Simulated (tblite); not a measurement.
# C6H12AsNO: the cost of one run

Computed with tblite 0.8.0 and PySCF 2.14.0, with density-fitted response routines of our own, on a single molecule in the gas phase. Atoms count from 0, in the outputs and in this text.

## (1) Starting geometry

21 atoms, charge 0, multiplicity 1; geometry from: force field or distance geometry start.

Bonds of the start (Å): C0–C1 1.47, C1–C2 1.49, C1–C3 1.32, C3–C4 1.50, C4–As5 1.95, C4–C6 1.48, C6–N7 1.42, C6–O8 1.26, C0–H9 1.12, C0–H10 1.11, C0–H11 1.12, C2–H12 1.11, C2–H13 1.09, C2–H14 1.14, C3–H15 1.08, C4–H16 1.12, As5–H17 1.56, As5–H18 1.55, N7–H19 1.05, N7–H20 1.06.

## (2) Geometry optimisation with GFN2-xTB

What the job is given:

```
{"job": {"kind": "relax", "xc": "GFN2-xTB", "basis": "xTB"}, "charge": 0, "multiplicity": 1}
C     -1.928000     1.453100    -0.760500
C     -1.028000     0.411700    -0.245500
C     -1.577400    -0.570900     0.734100
C      0.223300     0.422600    -0.674300
C      1.274300    -0.552100    -0.247700
As     0.642900    -2.393600    -0.179500
C      1.870400    -0.145200     1.048300
N      2.493600     1.131100     1.122500
O      1.852800    -0.876600     2.076100
H     -2.932700     1.025400    -1.003400
H     -2.047900     2.322200    -0.084400
H     -1.524300     1.836100    -1.729600
H     -1.928000    -1.456600     0.165400
H     -0.824500    -0.769300     1.489800
H     -2.525400    -0.150700     1.212200
H      0.512700     1.198800    -1.374900
H      2.119500    -0.495800    -0.976500
H     -0.426400    -2.752500    -1.250200
H      0.296000    -2.891400     1.251900
H      3.444500     1.330000     0.718500
H      2.003600     1.940400     1.589500
```

Started as:

```sh
$ OMP_NUM_THREADS=1 python probes_run.py task.json out
```

The driver reads the jobs from task.json and runs them one after another.

**Question.** How long does this first job take on 1 thread of Arm Neoverse N1, shared host, and how much memory does it need?

About 2.6 s, with a peak of 0.18 GiB.
